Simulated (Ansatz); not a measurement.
# Cl4F2H2Mo: the cost of one run

Program: Ansatz 0.2.0. Level of theory: RKS PBE/def2-SVP. These are calculated values, not measurements.

### 1 The system as given

Bond lengths: Mo1–Cl2 2.660 Å, Mo1–Cl3 2.310 Å, Mo1–Cl4 2.310 Å, Mo1–Cl5 2.310 Å, Mo1–F6 1.770 Å, Mo1–F7 1.770 Å, Mo1–H8 1.940 Å. Angles (14 of 21 angles, heavy atoms first): Cl2–Mo1–Cl3 90.0°, Cl2–Mo1–Cl4 90.0°, Cl2–Mo1–Cl5 90.0°, Cl2–Mo1–F6 90.0°, Cl2–Mo1–F7 180.0°, Cl3–Mo1–Cl4 90.0°, Cl3–Mo1–Cl5 180.0°, Cl3–Mo1–F6 90.0°, Cl3–Mo1–F7 90.0°, Cl4–Mo1–Cl5 90.0°, Cl4–Mo1–F6 180.0°, Cl4–Mo1–F7 90.0°, Cl5–Mo1–F6 90.0°, Cl5–Mo1–F7 90.0°.

Coordinates:

```xyz
9

Mo    0.0000    0.0000    0.0000
Cl    0.0000    0.0000    2.6600
Cl    2.3100    0.0000    0.0000
Cl    0.0000    2.3100    0.0000
Cl   -2.3100    0.0000    0.0000
F     0.0000   -1.7700    0.0000
F     0.0000    0.0000   -1.7700
H     1.2749    1.3281    0.6117
H     1.0777    1.1227    1.6003
```

### 2 Pulling towards end A

Springs on the bonds that form and break draw the guess towards this end; the thresholds are loose.

input.yaml

```yaml
crystal:
  periodic: [false, false, false]
  atoms:
    - { symbol: Mo, position_ang: [0.0, 0.0, 0.0] }
    - { symbol: Cl, position_ang: [0.0, 0.0, 2.66] }
    - { symbol: Cl, position_ang: [2.31, 0.0, 0.0] }
    - { symbol: Cl, position_ang: [0.0, 2.31, 0.0] }
    - { symbol: Cl, position_ang: [-2.31, 0.0, 0.0] }
    - { symbol: F, position_ang: [0.0, -1.77, 0.0] }
    - { symbol: F, position_ang: [0.0, 0.0, -1.77] }
    - { symbol: H, position_ang: [1.2749, 1.3281, 0.6117] }
    - { symbol: H, position_ang: [1.0777, 1.1227, 1.6003] }
basis:
  gaussian: { orbitals: def2-SVP }
hamiltonian:
  xc: pbe
relax:
  f_tol: 0.15
  max_steps: 25
  restrain:
    - { distance: [0, 7], at: 2.84, k: 30.0 }
    - { distance: [8, 1], at: 2.57, k: 30.0 }
    - { distance: [0, 1], at: 2.31, k: 30.0 }
    - { distance: [8, 7], at: 0.66, k: 30.0 }
```

On the command line:

```console
$ ansatz run input.yaml --threads 4 --pin off --max-ram 5120MiB --backend cpu --events-out ev --progress --plain --runs-dir out
```

**Question.** How long does this run take on 4 threads of Arm Neoverse V2, shared host, and how much memory does it need?

About 29 s, with a peak of 0.36 GiB.
